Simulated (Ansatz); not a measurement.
# C₂H₇BBrN: one species, many methods

One table from this session's results is given with a row withheld; the runs are named, their logs left out.

The runs use Ansatz 0.2.0, Gaussian basis; functionals in def2-TZVPP, the program's frozen cores in correlated methods.

The runs, in order: PBE-D4, r2SCAN-D4, PBE0-D4, B3LYP-D4, ωB97X-V, ωB97M-V, B2PLYP; CCSD(T)/def2-TZVPP; MP2/def2-QZVPP; extrapolation to the limit.

## The geometry

All runs share one geometry, relaxed beforehand with PBE0-D4 in a triple-zeta def2 set.

SMILES `CNBCBr`, 12 atoms, charge 0, spin multiplicity 1.

Atoms are counted from 1 here; the program's logs count them from 0.

Bond lengths: C1–N2 1.444 Å, C1–H6 1.094 Å, C1–H7 1.094 Å, C1–H8 1.089 Å, N2–B3 1.387 Å, N2–H9 1.008 Å, B3–C4 1.578 Å, B3–H10 1.198 Å, C4–Br5 1.962 Å, C4–H11 1.088 Å, C4–H12 1.088 Å. Angles: N2–C1–H6 111.5°, N2–C1–H7 111.1°, N2–C1–H8 110.1°, H6–C1–H7 108.2°, H6–C1–H8 108.2°, H7–C1–H8 107.5°, C1–N2–B3 128.8°, C1–N2–H9 113.5°, B3–N2–H9 117.5°, N2–B3–C4 122.7°, N2–B3–H10 117.5°, C4–B3–H10 119.7°, B3–C4–Br5 105.3°, B3–C4–H11 116.9°, B3–C4–H12 113.7°, Br5–C4–H11 105.6°, Br5–C4–H12 105.1°, H11–C4–H12 109.1°.

Set-up of the first run:

The input, in.yaml:

```yaml
crystal:
  periodic: [false, false, false]
  atoms:
    - {symbol: C, position_ang: [-1.098789, 0.732274, 0.941160]}
    - {symbol: N, position_ang: [0.333310, 0.703830, 0.759027]}
    - {symbol: B, position_ang: [1.085891, -0.091488, -0.092474]}
    - {symbol: C, position_ang: [0.443332, -1.197153, -1.017116]}
    - {symbol: Br, position_ang: [0.063219, -0.292416, -2.715621]}
    - {symbol: H, position_ang: [-1.376474, 0.512551, 1.976527]}
    - {symbol: H, position_ang: [-1.510414, 1.710806, 0.677388]}
    - {symbol: H, position_ang: [-1.572640, -0.006748, 0.297263]}
    - {symbol: H, position_ang: [0.820790, 1.404424, 1.294420]}
    - {symbol: H, position_ang: [2.269001, 0.094323, -0.122732]}
    - {symbol: H, position_ang: [-0.505275, -1.620299, -0.691720]}
    - {symbol: H, position_ang: [1.125146, -2.005203, -1.272121]}
basis:
  gaussian: {orbitals: def2-TZVPP}
hamiltonian: {xc: pbe, dispersion: d4}
output: {forces: true, orbitals: {seedname: orbitals}}
```

Started as:

```
$ ansatz run in.yaml --threads 4 --pin off --events-out ev --progress --plain --max-ram 10444MiB
```

Steps of the session up to this table: PBE-D4 (GGA); r2SCAN-D4 (meta-GGA); PBE0-D4 (hybrid); B3LYP-D4 (hybrid); ωB97X-V (range-separated); ωB97M-V (range-separated); B2PLYP (double hybrid); CCSD(T) in def2-TZVPP; MP2 in def2-QZVPP.

One of the session's tables, all rows but one given; the rest of the session is left out.

| method | atomisation energy (kJ/mol) |
| --- | --- |
| PBE-D4 | 4542.9 |
| r2SCAN-D4 | 4454.1 |
| PBE0-D4 | 4473.9 |
| B3LYP-D4 | 4458.6 |
| ωB97X-V | 4449.1 |
| ωB97M-V | 4455.9 |
| B2PLYP | 4404.5 |
| HF/def2-TZVPP | ? |
| MP2/def2-TZVPP | 4386.8 |
| CCSD/def2-TZVPP | 4264.5 |
| CCSD(T)/def2-TZVPP | 4326.6 |
| MP2/CBS | 4496.1 |
| CCSD(T)/CBS | 4435.8 |

Q: Estimate the row for HF/def2-TZVPP from the others.

**Answer.** atomisation energy (kJ/mol): 3275.1. In the column «atomisation energy (kJ/mol)» it is the lowest.
